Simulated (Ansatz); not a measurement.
This script drives Ansatz 0.2.0 through its Python package.

`torsion.py`:
```python
'''Rigid torsion scan of CH4BBr.'''

import ansatz
from ase import Atoms


def main() -> None:
    atoms = Atoms(['C', 'B', 'Br', 'H', 'H', 'H', 'H'], positions=[
        (-0.6011, 0.3437, -0.0423),
        (0.7405, -0.3659, -0.1424),
        (1.3212, -1.5196, 1.3568),
        (-1.3908, -0.3446, 0.0549),
        (-0.8124, 0.9709, -0.9972),
        (-0.6483, 1.0863, 0.8197),
        (1.4521, -0.2388, -1.0952),
    ])

    # start the scan from a relaxed geometry
    first = ansatz.Crystal.molecule_from_ase(atoms).calculation()
    first = first.basis(gaussian='def2-SVP').functional('pbe0')
    first = first.relax(force_tolerance=0.02, max_steps=80)
    atoms.positions = first.run().report['positions_ang']

    start = atoms.get_dihedral(3, 0, 1, 2)
    energies = {}
    for turn in range(0, 360, 30):
        turned = atoms.copy()
        turned.set_dihedral(3, 0, 1, 2, start + turn, indices=[1, 2, 6])
        model = (
            ansatz.Crystal.molecule_from_ase(turned).calculation()
            .basis(gaussian='def2-SVP')
            .correlation('mp2')
        )
        energies[round((start + turn) % 360)] = model.run().report['free_energy_ev']
    floor = min(energies.values())
    print('dihedral H3-C0-B1-Br2 (deg)   E - E(min) (eV)')
    for angle, e in sorted(energies.items()):
        print(f'{angle:8d} {(e - floor):14.3f}  ' + '#' * int(30 * (e - floor) / max(max(energies.values()) - floor, 1e-9)))


if __name__ == '__main__':
    main()
```

It is started by `python torsion.py`. How long does it take on 1 thread of Intel(R) Xeon(R) Processor @ 2.30GHz (shared host), and how much memory does it need?

It took about 45 s, with a peak of 0.28 GiB, for 13 runs of the engine.

```console
$ python torsion.py
dihedral H3-C0-B1-Br2 (deg)   E - E(min) (eV)
      28          0.023  #########
      58          0.061  #########################
      88          0.070  #############################
     118          0.051  #####################
     148          0.034  ##############
     178          0.031  #############
     208          0.038  ################
     238          0.054  #######################
     268          0.070  ##############################
     298          0.060  #########################
     328          0.022  #########
     358          0.000
```

The scan is rigid and the energies are electronic, in a modest basis. With rigid groups the curve can differ much from the relaxed path, the start wasn't checked as a minimum of this torsion, and equivalent turns needn't return to the same energy. The start is relaxed with a density functional and scanned with the wavefunction method, so it isn't exactly that method's minimum.
